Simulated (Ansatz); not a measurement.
# CH5NOSi: the cost of one run

The runs use Ansatz 0.2.0, Gaussian basis; the settings change from run to run.

## Step 1: The molecule

An earlier PBE0-D4 in a triple-zeta def2 set relaxation fixed the geometry.

SMILES `N[SiH2]C=O`, 9 atoms, charge 0, spin multiplicity 1.

Atoms are counted from 1 here; the program's logs count them from 0.

Bond lengths: N1–Si2 1.699 Å, N1–H5 1.003 Å, N1–H6 1.008 Å, Si2–C3 1.923 Å, Si2–H7 1.493 Å, Si2–H8 1.490 Å, C3–O4 1.208 Å, C3–H9 1.116 Å. Angles: Si2–N1–H5 125.7°, Si2–N1–H6 117.5°, H5–N1–H6 113.6°, N1–Si2–C3 103.2°, N1–Si2–H7 116.1°, N1–Si2–H8 114.2°, C3–Si2–H7 107.7°, C3–Si2–H8 108.8°, H7–Si2–H8 106.5°, Si2–C3–O4 120.6°, Si2–C3–H9 120.3°, O4–C3–H9 119.1°.

## Step 2: wB97M-V/cc-pVTZ

Set apart from the defaults: unrestricted orbitals, atoms shaken by 0.15 Å, relativity set to scalar.

The input, in.yaml:

```yaml
crystal:
  periodic: [false, false, false]
  atoms:
    - {symbol: N, position_ang: [-1.137239, 0.204222, -0.821152]}
    - {symbol: Si, position_ang: [0.583596, -0.149431, -0.555333]}
    - {symbol: C, position_ang: [0.438332, -0.371241, 1.370826]}
    - {symbol: O, position_ang: [-0.629410, -0.088035, 2.181052]}
    - {symbol: H, position_ang: [-1.300337, 0.728208, -1.622320]}
    - {symbol: H, position_ang: [-1.607934, 0.783589, -0.221974]}
    - {symbol: H, position_ang: [1.615093, 0.741050, -0.717638]}
    - {symbol: H, position_ang: [0.681334, -1.484938, -1.375214]}
    - {symbol: H, position_ang: [1.587077, -1.041911, 2.037121]}
basis:
  gaussian: {orbitals: cc-pVTZ}
magnetization: {spin_polarized: true, initial_magnetization: 0}
hamiltonian: {xc: {name: wB97M-V}, pseudopotentials: {relativity: scalar}}
output: {forces: true}
```

Launch:

```sh
> ansatz run in.yaml --threads 2 --pin off --events-out ev --progress --plain --max-ram 4352MiB
```

Q: Estimate wall time and peak memory on 2 threads of Arm Neoverse V1, shared host.

About 19 s, with a peak of 0.7 GiB.
